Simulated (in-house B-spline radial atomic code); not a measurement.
# Ho⁴⁷⁺: binding energies from hole states

Aim: the cost of two holes at once in Ho⁴⁷⁺, against the sum of the two single holes.

The numbers are computed with in-house B-spline radial atomic code version 1 (Dirac-Hartree-Fock, average of configuration, Fermi nucleus, basis-set limit), except any that are marked as measured or tabulated.

### 1 Starting point

| Quantity | Value |
| --- | --- |
| element | holmium (Z = 67) |
| charge | +47 |
| electrons | 20 |
| configuration | [Ar] 3d2 |
| Hamiltonian | Dirac-Coulomb |
| nucleus | Fermi, rms radius 5.202 fm |

Outer shells as boxes (Hund's rule):

[Ar] 3d2
```
[Ar] core
3d [↑ ][↑ ][  ][  ][  ]
```

The boxes draw the filling by Hund's rule, which heavy ions in jj coupling don't follow; these runs average over all states of the configuration.

The run's settings:

```ini
Z = 67
electrons = 20.0
configuration = [Ar] 3d2
hamiltonian = dirac
method = hf
spin_polarised = False
nucleus = fermi
rms_radius = 5.2022
mass_number = 165
atomic_mass = 164.930329116
speed_of_light = 137.035999084
```

The reference is known from an earlier run: -10663.989320 hartree in all. Up to eight levels, counted from the top:

```csv
orbital,occupation,energy (eV),<r> (bohr)
2s1/2,2,-12345.1,0.08671
2p1/2,2,-11888.5,0.07229
2p3/2,4,-11016.5,0.07920
3s1/2,2,-4653.16,0.2152
3p1/2,2,-4463.65,0.2041
3p3/2,4,-4249.91,0.2149
3d3/2,0.8,-4009.92,0.1857
3d5/2,1.2,-3961.27,0.1891
```

Single holes known from earlier runs (ΔSCF): 1s 58865.9 eV, 2s 12335.2 eV, 2p1/2 11875.9 eV, 2p3/2 11005.4 eV, 3s 4651.83 eV, 3d 3978.80 eV.

### 2 The 2p1/2 and 3d holes

In configurations, a minus sign after the shell means j = l − 1/2 and a plus sign j = l + 1/2; the count of electrons follows.

The run's settings:

```ini
Z = 67
electrons = 18.0
configuration = 1s2 2s2 2p-1 2p+4 3s2 3p6 3d1
hamiltonian = dirac
method = hf
spin_polarised = False
nucleus = fermi
rms_radius = 5.2022
mass_number = 165
atomic_mass = 164.930329116
speed_of_light = 137.035999084
```

### 3 The 1s and 3d holes

The settings differ from step 2 so:

```diff
@@ -2,3 +2,3 @@
 electrons = 18.0
-configuration = 1s2 2s2 2p-1 2p+4 3s2 3p6 3d1
+configuration = 1s1 2s2 2p6 3s2 3p6 3d1
 hamiltonian = dirac
```

### 4 The 2s and 2p3/2 holes

The settings differ from step 3 so:

```diff
@@ -2,3 +2,3 @@
 electrons = 18.0
-configuration = 1s1 2s2 2p6 3s2 3p6 3d1
+configuration = 1s2 2s1 2p-2 2p+3 3s2 3p6 3d2
 hamiltonian = dirac
```

### 5 The 1s and 3s holes

The settings differ from step 4 so:

```diff
@@ -2,3 +2,3 @@
 electrons = 18.0
-configuration = 1s2 2s1 2p-2 2p+3 3s2 3p6 3d2
+configuration = 1s1 2s2 2p6 3s1 3p6 3d2
 hamiltonian = dirac
```

### 6 The 1s and 1s holes

The settings differ from step 5 so:

```diff
@@ -2,3 +2,3 @@
 electrons = 18.0
-configuration = 1s1 2s2 2p6 3s1 3p6 3d2
+configuration = 2s2 2p6 3s2 3p6 3d2
 hamiltonian = dirac
```

Before running: What does each hole state cost in eV, and how does that compare with the orbital energies or single holes?

The runs gave:

| two holes | ΔSCF (eV) | less the two single holes (eV) |
| --- | --- | --- |
| 2p1/2 and 3d | 16010.0 | 155.34 |
| 1s and 3d | 63005.4 | 160.66 |
| 2s and 2p3/2 | 23588.0 | 247.40 |
| 1s and 3s | 63672.9 | 155.14 |
| 1s and 1s | 118908.1 | 1176.24 |

Two holes cost more than the sum of each, because the second electron leaves a more charged ion. The excess runs from 155.1 eV (1s and 3s) to 1176.2 eV (1s and 1s); it tends to be largest where both holes are compact. Two partly filled shells share a symmetry and can mix in the average, which may lower the energy, in these hole states: 1s and 3s. Values are for the free ion, measured from the vacuum level.
